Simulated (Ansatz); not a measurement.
# GaH (singlet): the correlation ladder, aug-cc-pVDZ

The task here is to estimate one member of a computed series from the others.

The runs use Ansatz 0.2.0, Gaussian basis; aug-cc-pVDZ, core rule «outside noble gas», up to 14 orbitals frozen.

The runs, in order: UHF; CCSD(T) on RHF; BCCD(T) on RHF; CISD; CCSDT(Q) on RHF; CASSCF and MRCISD+Q, 4 electrons in 5 orbitals; CASSCF and MRCISD+Q(relaxed), 4 electrons in 5 orbitals; CASSCF and NEVPT2, 4 electrons in 5 orbitals; Full CI.

11 further runs of the same task are left out: 5 that didn't finish, 6 set aside as unsound or not needed.

## The system

The geometry is a PBE0/def2-TZVPD stationary point (not a proven minimum) of the parent state, kept for this charge and spin. No spin-orbit coupling is included. The filled d shell of Ga may be among the frozen orbitals whatever the setting's name suggests; the logs give the count.

2 atoms, charge 0, spin multiplicity 1.

Atoms are counted from 1 here; the program's logs count them from 0.

Bond lengths: Ga1–H2 1.724 Å.

The first run:

Contents of in.yaml:

```yaml
crystal:
  periodic: [false, false, false]
  atoms:
    - {symbol: Ga, position_ang: [0.000000, 0.000000, 0.000000]}
    - {symbol: H, position_ang: [0.000000, 0.000000, 1.724400]}
basis:
  gaussian: {orbitals: aug-cc-pVDZ}
magnetization: {spin_polarized: true, initial_magnetization: 0}
hamiltonian: {xc: hf}
output: {orbitals: {seedname: orbitals}}
```

The run is started by

```console
> ansatz run in.yaml --threads 1 --pin off --events-out ev --progress --plain --max-ram 2393MiB
```

Steps of the session up to this table: UHF; CCSD(T) on RHF; BCCD(T) on RHF; CISD; CCSDT(Q) on RHF; CASSCF and MRCISD+Q, 4 electrons in 5 orbitals; CASSCF and MRCISD+Q(relaxed), 4 electrons in 5 orbitals; CASSCF and NEVPT2, 4 electrons in 5 orbitals; Full CI.

One of the session's tables, all rows but one given; the rest of the session is left out.

```
                   method  from FCI (kcal/mol)
                      RHF               +46.89
                     RMP2               +13.95
                     CISD                +2.14
                    RCCSD                +0.89
                 RCCSD(T)                +0.24
                  BCCD(T)                +0.24
                   RCCSDT                    ?
                RCCSDT(Q)                +0.01
           CASSCF valence               +20.02
           NEVPT2 valence                +7.37
           MRCISD valence                +0.56
         MRCISD+Q valence                +0.07
MRCISD+Q(relaxed) valence                -0.40
                      FCI                    0
```

Q: Estimate the row for RCCSDT from the others.

As computed: from FCI (kcal/mol): +0.03. In the column «from FCI (kcal/mol)» it lies between RCCSDT(Q) (+0.01) and MRCISD+Q valence (+0.07).

Among the levels timed on like hardware and quicker than the yardstick, those that no quicker one beats, quickest first: RCCSD(T) (0.84 s, +0.24 kcal/mol); RCCSDT(Q) (1.4 s, +0.01 kcal/mol). Runs this short are mostly start-up, so their order is noise.

Caveats from the session: The yardstick is full CI for this spin, exact in this basis with these frozen cores. MRCISD+Q(relaxed) valence falls below full CI: the +Q correction isn't variational, and the cores differ from full CI's. Of the multireference levels listed MRCISD+Q valence comes nearest in total energy (+0.07 kcal/mol), which doesn't show that its space is the better one.
